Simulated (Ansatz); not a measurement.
# TaC (doublet): from Hartree-Fock to the top rungs, def2-TZVPP

An exercise on one series of results from a longer session: the logs are not shown, and one member is left open.

Computed with Ansatz 0.2.0, Gaussian basis. Level: def2-TZVPP, core rule «outside noble gas», up to 5 orbitals frozen.

The runs, in order: UHF; ROHF; CCSD(T) on UHF.

## What is computed

The geometry is a PBE0/def2-TZVP stationary point (not a proven minimum) of the parent state, kept for this charge and spin. No spin-orbit coupling is included. Elements past krypton take def2 core potentials.

2 atoms, charge 0, spin multiplicity 2.

Atoms are counted from 1 here; the program's logs count them from 0.

Bond lengths: Ta1–C2 1.764 Å.

Set-up of the first run:

Input file in.yaml:

```yaml
crystal:
  periodic: [false, false, false]
  atoms:
    - {symbol: Ta, position_ang: [0.000000, 0.000000, 0.000000]}
    - {symbol: C, position_ang: [0.000000, 0.000000, 1.764200]}
basis:
  gaussian: {orbitals: def2-TZVPP}
magnetization: {spin_polarized: true, initial_magnetization: 1}
hamiltonian: {xc: hf}
output: {orbitals: {seedname: orbitals}}
```

On the command line:

```sh
$ ansatz run in.yaml --threads 1 --pin off --events-out ev --progress --plain --max-ram 4096MiB --backend cpu
```

Among the steps run: UHF; ROHF; CCSD(T) on UHF.

One of the session's tables, all rows but one given; the rest of the session is left out.

| method | from UCCSD(T) (meV) |
| --- | --- |
| ROHF | ? |
| UMP2 | +1488.1 |
| UCCSD | +590.1 |
| UCCSD(T) | 0 |

**Question.** Estimate the row for ROHF.

**Answer.** from UCCSD(T) (meV): +8524.2. In the column «from UCCSD(T) (meV)» it is the highest.

Left out of the table: UHF (another determinant or state than the rows shown).

Limits of these values: The determinant is far from a pure spin state, so its energy mixes those of several spin states (harmless only where they are near-degenerate, as at dissociation). Warnings: spin contamination; coupled cluster took another determinant than the lowest.
